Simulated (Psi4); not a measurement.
# BH2SeCl (SMILES ClB[SeH]): B3LYP/6-31G(d) (spherical functions)

Aim: the energy change on altering one bond length of BH2SeCl at B3LYP/6-31G* (spherical functions), from 2 runs. 

The calculation is run with Psi4 1.11.

## Step 1: The system as given

The species is BH2SeCl (5 atoms), meant as a singlet with charge 0. As SMILES, `ClB[SeH]`. The shape is that of a PBE0-D4/def2-TZVP optimisation. This is one conformer, not always the lowest.

Bond lengths: Cl1–B2 1.743 Å, B2–Se3 1.916 Å, B2–H4 1.188 Å, Se3–H5 1.469 Å. Angles: Cl1–B2–Se3 118.9°, Cl1–B2–H4 119.6°, Se3–B2–H4 121.5°, B2–Se3–H5 94.6°.

## Step 2: A single-point energy at B3LYP/6-31G(d) (spherical functions)

File input.dat:

```
memory 1600 mb

molecule {
  0 1
  Cl    -2.133400    -0.290000    -0.272300
  B     -0.406800    -0.344500    -0.042400
  Se     0.577100     1.299700    -0.015900
  H      0.133400    -1.393500     0.094000
  H      1.879500     0.654700     0.195200
  units angstrom
  symmetry c1
  no_reorient
  no_com
}

set globals {
  basis                6-31G*
  puream               true
  e_convergence        1e-09
  d_convergence        1e-08
  scf_type             pk
  dft_radial_points    99
  dft_spherical_points 590
}

e_tot, wfn = energy('b3lyp', return_wfn=True)
oeprop(wfn, 'WIBERG_LOWDIN_INDICES', 'LOWDIN_CHARGES', 'QUADRUPOLE', title='B3LYP')
print_variables()
```

Started as:

```bash
psi4 input.dat output.dat -n 1
```

output.dat:

```text
[...]
  Running in c1 symmetry.
[...]
  Nuclear repulsion =  197.787959191524664
[...]
  Multiplicity = 1
[...]
  Nalpha       = 29
  Nbeta        = 29
[...]
    Number of basis functions: 68
[...]
   @RKS iter   1: -2886.90277498212981   -1.89331e+00   3.04710e-02 ADIIS/DIIS
[...]
   @RKS iter  11: -2887.59193129925370   -3.36513e-11   9.06988e-09 DIIS
[...]
    Orbital Energies [Eh]
    ---------------------
    Doubly Occupied:
       1A   -453.876749     2A   -101.534229     3A    -58.106971
       4A    -52.162596     5A    -52.161059     6A    -52.160316
       7A     -9.468353     8A     -7.849976     9A     -7.228711
      10A     -7.223851    11A     -7.221829    12A     -6.823243
      13A     -5.794517    14A     -5.788941    15A     -5.785273
      16A     -2.127778    17A     -2.126267    18A     -2.122901
      19A     -2.118582    20A     -2.118562    21A     -0.851221
      22A     -0.733436    23A     -0.508027    24A     -0.439234
      25A     -0.397571    26A     -0.361389    27A     -0.356434
      28A     -0.303605    29A     -0.274415
[...]
  @RKS Final Energy: -2887.59193129925370
   => Energetics <=
    Nuclear Repulsion Energy =            197.7879591915246635
    One-Electron Energy =               -4406.5396100872230818
    Two-Electron Energy =                1417.9185675962035020
    DFT Exchange-Correlation Energy =     -96.7588479997587001
    Empirical Dispersion Energy =           0.0000000000000000
    VV10 Nonlocal Energy =                  0.0000000000000000
    Total Energy =                      -2887.5919312992537016
[...]
 Multipole Moments:
 ------------------------------------------------------------------------------------
     Multipole            Electronic (a.u.)      Nuclear  (a.u.)        Total (a.u.)
 ------------------------------------------------------------------------------------
 L = 1.  Multiply by 2.5417464519 to convert [e a0] to [Debye]
 Dipole X            :         32.0623242          -31.4970102            0.5653140
 Dipole Y            :        -69.6327017           69.5390868           -0.0936149
 Dipole Z            :          9.7034252           -9.6234303            0.0799949
 Magnitude           :                                                    0.5785697
 L = 2.  Multiply by 1.3450342976 to convert [e a0^2] to [Debye ang]
 Quadrupole XX       :       -359.6408655          332.3767928          -27.2640726
 Quadrupole XY       :       -134.9945367          134.8609931           -0.1335437
[...]
```

It took 5.7 s on 1 thread of Intel Xeon 6975P-C (Granite Rapids), shared host; peak memory 0.67 GiB.

## Step 3: The distorted shape: energy and forces at B3LYP/6-31G(d) (spherical functions)

File calc.dat:

```
memory 1600 MB

molecule geom {
  0 1
  Cl    -2.565558     0.549196    -0.381419
  B     -0.838958     0.494696    -0.151519
  Se     0.144942     2.138896    -0.125019
  H      0.133400    -1.393500     0.094000
  H      1.447342     1.493896     0.086081
  units angstrom
  symmetry c1
  no_reorient
  no_com
}

set reference rks
set puream true
set e_convergence 1e-09
set d_convergence 1e-08
set scf_type pk
set dft_radial_points 99
set dft_spherical_points 590

e, wfn = gradient("b3lyp/6-31G*", return_wfn=True)
oeprop(wfn, "DIPOLE", "LOWDIN_CHARGES", "MAYER_INDICES", title="B3LYP")
print_variables()
```

Started as:

```bash
psi4 calc.dat calc.out -n 1
```

calc.out:

```text
[...]
  Running in c1 symmetry.
[...]
  Nuclear repulsion =  194.412382545567965
[...]
  Multiplicity = 1
[...]
  Nalpha       = 29
  Nbeta        = 29
[...]
    Number of basis functions: 68
[...]
   @RKS iter   1: -2886.78319248865046   -1.92233e+00   3.05179e-02 ADIIS/DIIS
[...]
   @RKS iter  12: -2887.47594756826356   -1.04592e-11   7.39098e-09 DIIS
[...]
    Orbital Energies [Eh]
    ---------------------
    Doubly Occupied:
       1A   -453.892161     2A   -101.554456     3A    -58.122235
       4A    -52.177745     5A    -52.176564     6A    -52.175495
       7A     -9.488016     8A     -7.865205     9A     -7.248542
      10A     -7.243173    11A     -7.241753    12A     -6.879329
      13A     -5.809346    14A     -5.804881    15A     -5.800155
      16A     -2.142921    17A     -2.141766    18A     -2.137540
      19A     -2.134055    20A     -2.133813    21A     -0.868435
      22A     -0.746347    23A     -0.507454    24A     -0.428571
      25A     -0.382619    26A     -0.376216    27A     -0.359765
      28A     -0.286472    29A     -0.259123
[...]
  @RKS Final Energy: -2887.47594756826356
   => Energetics <=
    Nuclear Repulsion Energy =            194.4123825455679651
    One-Electron Energy =               -4398.9286802184633416
    Two-Electron Energy =                1413.6719511504552429
    DFT Exchange-Correlation Energy =     -96.6316010458234160
    Empirical Dispersion Energy =           0.0000000000000000
    VV10 Nonlocal Energy =                  0.0000000000000000
    Total Energy =                      -2887.4759475682635639
[...]
  -Total Gradient:
     Atom            X                  Y                   Z
    ------   -----------------  -----------------  -----------------
       1       -0.003478664670     0.006215848550    -0.000843165327
       2       -0.018647225702     0.048587269318    -0.005485193869
       3       -0.001999328890     0.000503825414    -0.000292463462
       4        0.028926809466    -0.056154009795     0.007303811088
       5       -0.004807091077     0.000848672516    -0.000683809785
[...]
 Multipole Moments:
 ------------------------------------------------------------------------------------
     Multipole            Electronic (a.u.)      Nuclear  (a.u.)        Total (a.u.)
 ------------------------------------------------------------------------------------
 L = 1.  Multiply by 2.5417464519 to convert [e a0] to [Debye]
 Dipole X            :         78.3633918          -78.0466452            0.3167466
 Dipole Y            :       -159.4165057          159.9325713            0.5160656
 Dipole Z            :         21.3864392          -21.3771167            0.0093225
 Magnitude           :                                                    0.6055899
[...]
```

Run time: 9.9 s. Hardware: 1 thread of Intel Xeon 6975P-C (Granite Rapids), shared host; peak memory 0.66 GiB.

## Step 4: Outcome

Level: B3LYP/6-31G* (spherical functions).

```
                                                         quantity           value
                                        first shape: total energy  -2887.59193 Eh
                                       first shape: dipole moment          1.47 D
                                         first shape: HOMO energy        -7.47 eV
                                         first shape: LUMO energy        -1.40 eV
                                       first shape: HOMO–LUMO gap         6.07 eV
                                    distorted shape: total energy  -2887.47595 Eh
                                   distorted shape: dipole moment          1.54 D
                                     distorted shape: HOMO energy        -7.05 eV
                                     distorted shape: LUMO energy        -1.82 eV
                                   distorted shape: HOMO–LUMO gap         5.24 eV
                        distorted shape: largest force on an atom      3.270 eV/Å
energy change with the B2–H4 bond stretched from 1.188 to 2.138 Å        3.156 eV
```

What this shows: With the B2–H4 bond stretched from 1.188 to 2.138 Å the energy rises by 3.16 eV (73 kcal/mol). The first shape isn't relaxed at this level, so the change isn't measured from a minimum.
